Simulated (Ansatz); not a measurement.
# Ca (Ca, dhcp): the cost of one run

Method: DFT LDA (PW92), plane waves (420 eV) with PAW, scalar-relativistic; the PAW data stem from PBE, with regenerated cores, in Ansatz 0.2.0.

## Step 1: The structure to begin with

Symmetry: P6_3/mmc, No. 194, hexagonal system. The conventional cell has a = 3.952 Å, b = 3.952 Å, c = 12.906 Å, α = 90.00°, β = 90.00°, γ = 120.00°. Ca (site symmetry -3m) has 12 Ca at 3.95 Å as nearest neighbours. Ca (site symmetry -6m2) has 12 Ca at 3.95 Å as nearest neighbours.

As a file:

```xyz
4
Lattice="3.9516 0.0000 0.0000 -1.9758 3.4222 0.0000 0.0000 0.0000 12.9059" Properties=species:S:1:pos:R:3 pbc="T T T"
Ca    0.0000    0.0000    0.0000
Ca    0.0000    0.0000    6.4529
Ca    0.0000    2.2815    3.2265
Ca    1.9758    1.1407    9.6794
```

## Step 2: Relaxation of the cell

Input file input.yaml:

```yaml
crystal:
  lattice:
    - [3.9515900202, 0.0, 0.0]
    - [-1.9757950101, 3.4221773429, 0.0]
    - [0.0, 0.0, 12.9058930061]
  atoms:
    - { symbol: Ca, position: [0.0, 0.0, 0.0] }
    - { symbol: Ca, position: [0.0, 0.0, 0.5] }
    - { symbol: Ca, position: [0.3333333333, 0.6666666667, 0.25] }
    - { symbol: Ca, position: [0.6666666667, 0.3333333333, 0.75] }
hamiltonian:
  xc: lda
  pseudopotentials:
    kind: paw
    azcp:
      Ca: "pseudopotentials/Ca.paw.azcp"
basis:
  ecutwfc: 420
  fft_grid_basis: typed
kpoints:
  mp_grid: { grid: [9, 9, 3], shift: [0, 0, 0] }
magnetization:
  spin_polarized: false
scf:
  occupations: { method: fermi_dirac, width: 0.1 }
relax:
  max_steps: 60
  f_tol: 0.01
  cell: {}
output:
  write_density: true
  write_potential: true
  elf: true
  volumetric_format: npy
```

Q: Estimate wall time and peak memory on 2 threads of an Arm CPU, shared host.

About 11 s, with a peak of 0.4 GiB.
